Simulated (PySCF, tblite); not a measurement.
# C₇H₁₁P₃: geometry, infrared bands and NMR shifts

Wanted: the infrared bands and NMR shifts of C₇H₁₁P₃ (`Cc1pcpc(C(C)C)p1`), by calculation.

The runs use tblite 0.8.0 and PySCF 2.14.0, with density-fitted response routines of our own; the level of theory stands in each step. All values are computed, except where a source is named. Atoms count from 0, in the outputs and in this text.

### 1 The molecule as given

21 atoms, charge 0, multiplicity 1; geometry from: force field or distance geometry start.

Bonds of the start (Å): C0–C1 1.49, C1–P2 1.73, P2–C3 1.75, C3–P4 1.72, P4–C5 1.74, C5–C6 1.49, C6–C7 1.50, C6–C8 1.49, C5–P9 1.74, P9–C1 1.75, C0–H10 1.13, C0–H11 1.11, C0–H12 1.08, C3–H13 1.07, C6–H14 1.12, C7–H15 1.13, C7–H16 1.11, C7–H17 1.09, C8–H18 1.13, C8–H19 1.13, C8–H20 1.12.

### 2 Relaxing the molecule with GFN2-xTB

The job: settings as JSON, then the geometry in Å.

```
{"job": {"kind": "relax", "xc": "GFN2-xTB", "basis": "xTB"}, "charge": 0, "multiplicity": 1}
C      3.848800    -0.933400     0.448800
C      2.638500    -0.094600     0.206400
P      2.762300     1.602800    -0.097400
C      1.349100     2.592400    -0.383800
P     -0.161000     1.764800    -0.308000
C     -0.388700     0.060900    -0.008500
C     -1.728100    -0.583900     0.028400
C     -2.370400    -0.546400    -1.330400
C     -2.652600    -0.016200     1.047800
P      1.062100    -0.854500     0.263900
H      3.915700    -1.612100    -0.447400
H      3.597600    -1.603200     1.303900
H      4.773000    -0.383500     0.537100
H      1.369500     3.646800    -0.578700
H     -1.542300    -1.665900     0.252600
H     -3.007400    -1.472000    -1.391000
H     -1.574900    -0.539800    -2.097500
H     -3.013100     0.338300    -1.385000
H     -2.463700    -0.406500     2.090700
H     -3.688200    -0.378100     0.792200
H     -2.735200     1.101100     1.055500
```

On the command line:

```sh
$ OMP_NUM_THREADS=1 python probes_run.py task.json out
```

This one command runs all jobs of the session in turn.

**Question.** This job is followed by: GFN2-xTB harmonic vibrations, gas phase; GIAO PBE0/pcSseg-1 NMR shielding, non-relativistic, gas phase. What will the session give for the following? strongest single infrared mode (GFN2-xTB); zero-point energy (GFN2-xTB); 13C shifts against TMS (PBE0/pcSseg-1, means over atoms taken as alike); 1H shifts against TMS (PBE0/pcSseg-1, means over atoms taken as alike); 31P shifts against H3PO4 (PBE0/pcSseg-1); surface potential, 1st and 99th percentile.

As calculated:

| quantity | value |
| --- | --- |
| strongest single infrared mode (GFN2-xTB) | 3031 cm⁻¹, 68 km/mol |
| zero-point energy (GFN2-xTB) | 100.7 kcal/mol |
| 13C shifts against TMS (PBE0/pcSseg-1, means over atoms taken as alike) | 231.5, 214.9, 189.0, 47.9, 33.9, 31.8 ppm |
| 1H shifts against TMS (PBE0/pcSseg-1, means over atoms taken as alike) | 10.92, 3.70, 3.49, 1.76 ppm |
| 31P shifts against H3PO4 (PBE0/pcSseg-1) | 265.9, 255.4, 255.3 ppm |
| surface potential, 1st and 99th percentile | -0.61 V and 0.81 V |

**Reading.** Over 70 steps the energy fell by 1.896 eV; of the close pairs, C8–H18 changed most, 1.129 to 1.089 Å. The lowest mode is imaginary (21i cm⁻¹), so the xTB geometry is not a minimum. Unscaled tight-binding wavenumbers are off by several per cent, some by more. Its intensities can rank the bands wrongly. At PBE0/pcSseg-1: The largest span, 868 ppm, is at P4, where the paramagnetic term is -908 ppm. NICS(1)zz of -23 ppm above the planar ring from C1 marks a diatropic (aromatic) ring current. By nearest atom (PBE0/pcSseg-1), the HOMO sits on C1 23 %; P2, P4 about 21 % each and the LUMO on P9 27 %; P4 19 %.
